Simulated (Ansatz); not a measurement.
Runs of Ansatz 0.2.0 on NaLaMnMoO6. Symmetry: I-4, No. 82, tetragonal system. The conventional cell has a = 5.446 Å, b = 5.446 Å, c = 7.798 Å, α = 90.00°, β = 90.00°, γ = 90.00°. Na (site symmetry -4) is surrounded by 8 O at 2.51 to 2.72 Å. La (site symmetry -4) has 8 O at 2.51 to 2.72 Å as nearest neighbours. Mn (site symmetry -4) is surrounded by 6 O at 1.93 to 1.94 Å. Mo (site symmetry -4) is surrounded by 6 O at 1.96 to 1.97 Å. Around O (site symmetry 1) lie 1 Mn at 1.94 Å and 1 Mo at 1.97 Å. O (site symmetry 2) is surrounded by 1 Mn at 1.93 Å and 1 Mo at 1.96 Å. The cell was built by a generator and needn't be a form met in nature.

```tsv
task	level	potentials or basis	U	cell	k mesh	cutoff (eV)	points for each segment of the path	hubbard projectors	double counting	mesh quality	gap on the mesh (eV)	pressure (GPa)	moment (μB)	largest force (eV/Å)
single point	B3LYP	Ansatz PAW	-	as given	3 × 3 × 3	420	-	-	-	coarse	none	-	1.59	0.51
single point	PBE	Ansatz PAW earlier set	-	as given	7 × 7 × 7	900	-	-	-	not flagged	none	0.3	1.97	0.08
band structure	BLYP	Ansatz PAW	-	as given	7 × 7 × 7	420	10	-	-	not flagged	none	5.4	(b)	0.17
relaxation of cell and atoms	PBE+D3(BJ)+ATM	Ansatz PAW	-	relaxed	5 × 5 × 5	420	-	-	-	not flagged	none	0.0	1.83	-
projected density of states	PBE+U	Ansatz PAW	La f U = 2 eV, Mn d U = 2 eV, Mo d U = 2 eV	as given	7 × 7 × 7	420	-	ortho-atomic (the default)	fll (the default)	not flagged	none	4.0	2.47	(a)
```

Alike in all rows: spin collinear, ferromagnetic start; smearing fermi-dirac 0.05 eV.

Q: Fill in the values left out.

A: (a) 0.38; (b) 1.54.

Caveats: some runs use coarse meshes; a cell with one magnetic atom can't hold antiferromagnetic order, which such compounds often take; semilocal functionals often make such compounds metallic where correlation or magnetic order opens a gap, which also shifts bond lengths (some runs); the potentials were made for another functional, which shifts forces and pressure (some runs); the magnetic or orbital state may not be the lowest (some runs); the PAW data sets come from PBE, with cores solved anew for the run's functional, which leaves a small shift of forces and pressure (some runs); the plane-wave basis is chosen anew once the cell has moved, so the energies of steps on either side of that aren't comparable (some runs); pairwise dispersion overbinds metals, which lowers pressure and volume (some runs).

A k mesh can miss the band edges, and the runs leave out spin-orbit coupling on La, Mo.

A gap of «none» marks a metal or a gap under the smearing width.

Not every run made on this cell is shown here.
